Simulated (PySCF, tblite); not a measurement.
# C₅H₃ClFO radical: geometry, infrared bands and EPR parameters

What infrared bands and EPR parameters should C₅H₃ClFO radical (`[CH2]/C(=C\F)C(Cl)=C=O`) show?

Programs: tblite 0.8.0 and PySCF 2.14.0, with density-fitted response routines of our own. Each step states its level of theory. These are calculated values for one molecule in the gas phase, unless marked as measured. Atoms are numbered from 0 throughout.

### 1 Starting geometry

11 atoms, charge 0, multiplicity 2; geometry from: force field or distance geometry start.

Bonds of the start (Å): C0–C1 1.47, C1–C2 1.32, C2–F3 1.38, C1–C4 1.48, C4–Cl5 1.76, C4–C6 1.30, C6–O7 1.25, C0–H8 1.12, C0–H9 1.11, C2–H10 1.08.

### 2 Geometry optimisation with GFN2-xTB

The job: settings as JSON, then the geometry in Å.

```
{"job": {"kind": "relax", "xc": "GFN2-xTB", "basis": "xTB"}, "charge": 0, "multiplicity": 2}
C     -1.101100    -1.141600    -0.562000
C     -0.392500     0.080900    -0.152800
C     -1.030400     1.072400     0.433000
F     -2.395400     0.974700     0.620500
C      1.066600     0.245600    -0.325200
Cl     1.725500     0.968600    -1.784000
C      1.852600    -0.162600     0.630300
O      2.601500    -0.533000     1.556500
H     -0.578600    -1.593900    -1.444800
H     -1.184700    -1.895800     0.249800
H     -0.558100     1.987400     0.752900
```

Run with:

```bash
> OMP_NUM_THREADS=1 python probes_run.py task.json out
```

The driver reads the jobs from task.json and runs them one after another.

**Question.** This job is followed by: GFN2-xTB harmonic vibrations, gas phase; UKS B3LYP, pcH-1 on C Cl F H O, non-relativistic, mean-field spin-orbit, GIAO. Predict these results of the whole session: strongest single infrared mode (GFN2-xTB); zero-point energy (GFN2-xTB); g(iso) (B3LYP); ⟨S²⟩; largest a(iso) (averaged by class); surface potential, 1st and 99th percentile.

As calculated:

```
                                 quantity                   value
strongest single infrared mode (GFN2-xTB)  2257 cm⁻¹, 1064 km/mol
             zero-point energy (GFN2-xTB)           39.1 kcal/mol
                           g(iso) (B3LYP)                 2.00340
                                     ⟨S²⟩      0.783 (exact 0.75)
       largest a(iso) (averaged by class)     19F on F3, 87.5 MHz
    surface potential, 1st and 99th percentile      -0.54 V and 1.31 V
```

What this shows: Over 116 steps the energy fell by 1.523 eV; of the close pairs, C0–C1 changed most, 1.471 to 1.380 Å. No mode is imaginary among the 27: a minimum at this level. The strongest single mode, at 2257 cm⁻¹, moves mainly C6. Unscaled tight-binding wavenumbers are off by several per cent, some by more. Its intensities can rank the bands wrongly. The largest spin populations lie on C0 (0.72 e), C2 (0.59 e). The isotropic g lies 1.1 ppt above the free-electron value.
